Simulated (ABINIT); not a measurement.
# BPd4 (Pmm2) in ABINIT: equation of state

How stiff is BPd4 in PBEsol, and what volume does it want? The cell is scaled to several volumes.

Everything below comes from runs of ABINIT 10.8.3 (patched build). Logs are shortened: lines on timing, memory, paths and dates and some standing lists are left out, and cuts for length are marked. The log counts tension as positive stress, the text compression.

**1. Starting point**

The structure is orthorhombic, space group Pmm2 (No. 25). The conventional cell has a = 2.892 Å, b = 4.365 Å, c = 5.856 Å, α = 90.00°, β = 90.00°, γ = 90.00°. Pd (site symmetry mm2) is surrounded by 1 B at 1.96 Å. Pd (site symmetry mm2) has 2 B at 2.03 Å as nearest neighbours. Around Pd (site symmetry mm2) lie 10 Pd at 2.73 to 3.07 Å. Around Pd (site symmetry mm2) lie 2 B at 2.18 Å. Around B (site symmetry mm2) lie 5 Pd at 1.96 to 2.18 Å.

The cell comes from a database or a generator and needn't be the stable form of this composition.

**2. Equation of state, PBEsol**

Input file run.abi:

```
ndtset 7
scalecart1 3*0.9795861087
scalecart2 3*0.9864848297
scalecart3 3*0.9932883884
scalecart4 3*1.0000000000
scalecart5 3*1.0066227096
scalecart6 3*1.0131594038
scalecart7 3*1.0196128224

pp_dirpath "./"
pseudos "Pd.GGA_PBE-JTH.xml, B.GGA_PBE-JTH.xml"

acell 2.8920299704 4.3650077954 5.856315 Angstrom
rprim
     1.0000000000     0.0000000000     0.0000000000
     0.0000000000     1.0000000000     0.0000000000
     0.0000000000     0.0000000000     1.0000000000
ntypat 2
znucl 46 5
natom 5
typat 1 1 1 1 2
xred
     0.5000000000     0.0000000000     0.1975780000
     0.0000000000     0.0000000000     0.6194700000
     0.0000000000     0.5000000000     0.3291640000
     0.5000000000     0.5000000000     0.8675610000
     0.5000000000     0.0000000000     0.8632270000
chkprim 0
chksymtnons 0
tolsym 1.0e-6

ecut 22.0
pawecutdg 44.0
pawxcdev 0
pawovlp 30

kptopt 1
ngkpt 9 6 5
nshiftk 1
shiftk 0.0 0.0 0.0

ixc -116133

nband 45
occopt 3
tsmear 0.05 eV

nstep 100
tolvrs 1.0e-9

iomode 3
prtwf 0
prtden 0
prteig 0
prtebands 0
```

Potentials or basis: JTH PAW PBE v2.0.

The run is started by

```
$ mpirun --bind-to none -np 4 abinit run.abi > log 2>&1
```

run.abo:

```text
.Version 10.8.3 of ABINIT
 DATASET    1 : space group Pm m 2 (# 25); Bravais oP (primitive ortho.)
================================================================================
 Values of the parameters that define the memory need for DATASET  1.
     intxc =       0    ionmov =       0      iscf =      17    lmnmax =      18
     lnmax =       6     mgfft =      48  mpssoang =       3    mqgrid =    3238
     natom =       5  nloc_mem =       2    nspden =       1   nspinor =       1
    nsppol =       1      nsym =       4    n1xccc =       1    ntypat =       2
    occopt =       3   xclevel =       2
       mpw =        2333          nfft =       41472          nkpt =          60
Pmy_natom=         2
 PAW method is used; the additional fine FFT grid is defined by:
   mgfftf=        72    nfftf =    115200
================================================================================
================================================================================
[... 77 lines left out ...]
================================================================================
 Values of the parameters that define the memory need for DATASET  7.
     intxc =       0    ionmov =       0      iscf =      17    lmnmax =      18
     lnmax =       6     mgfft =      48  mpssoang =       3    mqgrid =    3370
     natom =       5  nloc_mem =       2    nspden =       1   nspinor =       1
    nsppol =       1      nsym =       4    n1xccc =       1    ntypat =       2
    occopt =       3   xclevel =       2
       mpw =        2634          nfft =       41472          nkpt =          60
Pmy_natom=         2
 PAW method is used; the additional fine FFT grid is defined by:
   mgfftf=        72    nfftf =    139968
================================================================================
================================================================================

--------------------------------------------------------------------------------
------------- Echo of variables that govern the present computation ------------
--------------------------------------------------------------------------------
 -outvars: echo values of preprocessed input variables --------
            acell      5.4651445920E+00  8.2486692708E+00  1.1066831457E+01 Bohr
              amu      1.06420000E+02  1.08110000E+01
          chkprim           0
      chksymtnons           0
             ecut      2.20000000E+01 Hartree
                       outvar_i_n : Printing only first  50 k-points.
              ixc     -116133
           jdtset        1    2    3    4    5    6    7
                       outvar_i_n : Printing only first  50 k-points.
         kptrlatt        9    0    0      0    6    0      0    0    5
          kptrlen1     4.81822175E+01
          kptrlen2     4.85215401E+01
          kptrlen3     4.88561820E+01
          kptrlen4     4.91863013E+01
          kptrlen5     4.95120479E+01
          kptrlen6     4.98335637E+01
          kptrlen7     5.01509835E+01
            natom           5
            nband          45
           ndtset           7
            ngfft          24      36      48
          ngfftdg1         32      50      72
          ngfftdg2         36      50      72
          ngfftdg3         36      50      72
          ngfftdg4         36      50      72
          ngfftdg5         36      50      72
          ngfftdg6         36      50      72
          ngfftdg7         36      54      72
             nkpt          60
            nstep         100
             nsym           4
           ntypat           2
                       prtocc : prtvol=0, do not print more k-points.
           occopt           3
        pawecutdg      4.40000000E+01 Hartree
          pawovlp      3.0000000000E+01
         pawxcdev           0
           prtden           0
        prtebands           0
           prteig           0
            prtwf           0
            rprim1     9.7958610870E-01  0.0000000000E+00  0.0000000000E+00
                       0.0000000000E+00  9.7958610870E-01  0.0000000000E+00
                       0.0000000000E+00  0.0000000000E+00  9.7958610870E-01
            rprim2     9.8648482970E-01  0.0000000000E+00  0.0000000000E+00
                       0.0000000000E+00  9.8648482970E-01  0.0000000000E+00
[... 12 lines left out ...]
                       0.0000000000E+00  0.0000000000E+00  1.0131594038E+00
            rprim7     1.0196128224E+00  0.0000000000E+00  0.0000000000E+00
                       0.0000000000E+00  1.0196128224E+00  0.0000000000E+00
                       0.0000000000E+00  0.0000000000E+00  1.0196128224E+00
          spgroup          25
           tolsym      1.00000000E-06
           tolvrs      1.00000000E-09
           tsmear      1.83746611E-03 Hartree
            typat      1  1  1  1  2
           useylm           1
                       outvars : Printing only first  50 k-points.
           xangst1     1.4164961925E+00  0.0000000000E+00  1.1334585200E+00
                       0.0000000000E+00  0.0000000000E+00  3.5537537044E+00
                       0.0000000000E+00  2.1379505004E+00  1.8883364559E+00
                       1.4164961925E+00  2.1379505004E+00  4.9769934259E+00
                       1.4164961925E+00  0.0000000000E+00  4.9521302871E+00
           xangst2     1.4264718464E+00  0.0000000000E+00  1.1414408853E+00
                       0.0000000000E+00  0.0000000000E+00  3.5787809634E+00
                       0.0000000000E+00  2.1530069858E+00  1.9016350381E+00
                       1.4264718464E+00  2.1530069858E+00  5.0120438301E+00
                       1.4264718464E+00  0.0000000000E+00  4.9870055931E+00
           xangst3     1.4363098943E+00  0.0000000000E+00  1.1493131402E+00
                       0.0000000000E+00  0.0000000000E+00  3.6034629916E+00
                       0.0000000000E+00  2.1678557792E+00  1.9147501770E+00
                       1.4363098943E+00  2.1678557792E+00  5.0466107422E+00
                       1.4363098943E+00  0.0000000000E+00  5.0213998222E+00
           xangst4     1.4460149852E+00  0.0000000000E+00  1.1570790051E+00
                       0.0000000000E+00  0.0000000000E+00  3.6278114530E+00
[... 38 lines left out ...]
            xcart5     2.7506693288E+00  0.0000000000E+00  2.2010433936E+00
                       0.0000000000E+00  0.0000000000E+00  6.9009725325E+00
                       0.0000000000E+00  4.1516489060E+00  3.6669277329E+00
                       2.7506693288E+00  4.1516489060E+00  9.6647370030E+00
                       2.7506693288E+00  0.0000000000E+00  9.6164557062E+00
            xcart6     2.7685313182E+00  0.0000000000E+00  2.2153362835E+00
                       0.0000000000E+00  0.0000000000E+00  6.9457852977E+00
                       0.0000000000E+00  4.1786084203E+00  3.6907396189E+00
                       2.7685313182E+00  4.1786084203E+00  9.7274967935E+00
                       2.7685313182E+00  0.0000000000E+00  9.6789019729E+00
            xcart7     2.7861657511E+00  0.0000000000E+00  2.2294470861E+00
                       0.0000000000E+00  0.0000000000E+00  6.9900271612E+00
                       0.0000000000E+00  4.2052244781E+00  3.7142481484E+00
                       2.7861657511E+00  4.2052244781E+00  9.7894570423E+00
                       2.7861657511E+00  0.0000000000E+00  9.7405526922E+00
             xred      5.0000000000E-01  0.0000000000E+00  1.9757800000E-01
                       0.0000000000E+00  0.0000000000E+00  6.1947000000E-01
                       0.0000000000E+00  5.0000000000E-01  3.2916400000E-01
                       5.0000000000E-01  5.0000000000E-01  8.6756100000E-01
                       5.0000000000E-01  0.0000000000E+00  8.6322700000E-01
            znucl       46.00000    5.00000

================================================================================

 chkinp: Checking input parameters for consistency, jdtset=   1.

 chkinp: Checking input parameters for consistency, jdtset=   2.
[... 48 lines left out ...]
- pspini: atom type   2  psp file is ./B.GGA_PBE-JTH.xml
 Pseudopotential format is: paw10
 basis_size (lnmax)=  4 (lmn_size=  8), orbitals=   0   0   1   1
 Spheres core radius: rc_sph= 1.70616958
 Shapefunction is SIN type: shapef(r)=[sin(pi*r/rshp)/(pi*r/rshp)]**2
 Radius for shape functions =  1.40269776
 Compensation charge density is not taken into account in XC energy/potential

   1.39755173E+04                                ecore*ucvol(ha*bohr**3)
--------------------------------------------------------------------------------

================================================================================

--- !BeginCycle
iteration_state: {dtset: 1, }
solver: {iscf: 17, nstep: 100, nline: 4, wfoptalg: 10, }
tolerances: {tolvrs: 1.00E-09, }
...
[... 1718 lines left out ...]
-Cartesian components of stress tensor (GPa)         [Pressure= -1.5528E+01 GPa]
- sigma(1 1)=  1.49032000E+01  sigma(3 2)=  0.00000000E+00
- sigma(2 2)=  1.59882439E+01  sigma(3 1)=  0.00000000E+00
- sigma(3 3)=  1.56939164E+01  sigma(2 1)=  0.00000000E+00

== END DATASET(S) ==============================================================
================================================================================

 -outvars: echo values of variables after computation  --------
            acell      5.4651445920E+00  8.2486692708E+00  1.1066831457E+01 Bohr
           etotal1    -5.1803318321E+02
           etotal2    -5.1803308655E+02
           etotal3    -5.1803177672E+02
           etotal4    -5.1802938679E+02
           etotal5    -5.1802604540E+02
           etotal6    -5.1802186932E+02
           etotal7    -5.1801697711E+02
            fcart1    -0.0000000000E+00 -0.0000000000E+00  2.4063006723E-03
                      -0.0000000000E+00 -0.0000000000E+00 -7.2570189579E-03
                      -0.0000000000E+00 -0.0000000000E+00  1.3343623734E-03
                      -0.0000000000E+00 -0.0000000000E+00  1.5410955924E-03
                      -0.0000000000E+00 -0.0000000000E+00  1.9752603198E-03
            fcart2    -0.0000000000E+00 -0.0000000000E+00  4.4194382676E-04
                      -0.0000000000E+00 -0.0000000000E+00 -4.4846779159E-03
                      -0.0000000000E+00 -0.0000000000E+00  6.6944939038E-04
                      -0.0000000000E+00 -0.0000000000E+00  1.9154225034E-03
                      -0.0000000000E+00 -0.0000000000E+00  1.4578621953E-03
[... 80 lines left out ...]
           xangst5     1.4555915225E+00  0.0000000000E+00  1.1647420033E+00
                       0.0000000000E+00  0.0000000000E+00  3.6518373948E+00
                       0.0000000000E+00  2.1969579872E+00  1.9404545890E+00
                       1.4555915225E+00  2.1969579872E+00  5.1143585679E+00
                       1.4555915225E+00  0.0000000000E+00  5.0888092059E+00
           xangst6     1.4650436803E+00  0.0000000000E+00  1.1723054749E+00
                       0.0000000000E+00  0.0000000000E+00  3.6755512889E+00
                       0.0000000000E+00  2.2112243478E+00  1.9530552964E+00
                       1.4650436803E+00  2.2112243478E+00  5.1475696187E+00
                       1.4650436803E+00  0.0000000000E+00  5.1218543472E+00
           xangst7     1.4743754203E+00  0.0000000000E+00  1.1797725901E+00
                       0.0000000000E+00  0.0000000000E+00  3.6989630748E+00
                       0.0000000000E+00  2.2253089590E+00  1.9654954744E+00
                       1.4743754203E+00  2.2253089590E+00  5.1803575704E+00
                       1.4743754203E+00  0.0000000000E+00  5.1544785028E+00
             xred      5.0000000000E-01  0.0000000000E+00  1.9757800000E-01
                       0.0000000000E+00  0.0000000000E+00  6.1947000000E-01
                       0.0000000000E+00  5.0000000000E-01  3.2916400000E-01
                       5.0000000000E-01  5.0000000000E-01  8.6756100000E-01
                       5.0000000000E-01  0.0000000000E+00  8.6322700000E-01
 Calculation completed.
```

Wall time 18 min (4 MPI ranks of Intel Xeon 6975P-C (Granite Rapids), shared host); peak memory 0.76 GiB.

Results:

| Item | Value |
| --- | --- |
| Equilibrium volume | 14.02 Å³/atom |
| Bulk modulus at fixed shape and positions | 184 GPa |
| Pressure derivative of the bulk modulus | 5.1 |

Energy against volume, from the lowest point:
```csv
volume (Å³/atom),energy (meV/atom)
13.899,0.00
14.194,0.53
14.490,7.65
14.786,20.66
15.081,38.85
15.377,61.57
15.673,88.20
```

Caveat: pressures at fixed basis lie under the slope of the energies; the cell was scaled at fixed shape and fractional positions, which overstates the stiffness of a crystal with free parameters, most of all of layers and chains; the PAW data sets were made with another functional, which shifts forces and pressure a little; the atomic spheres overlap.
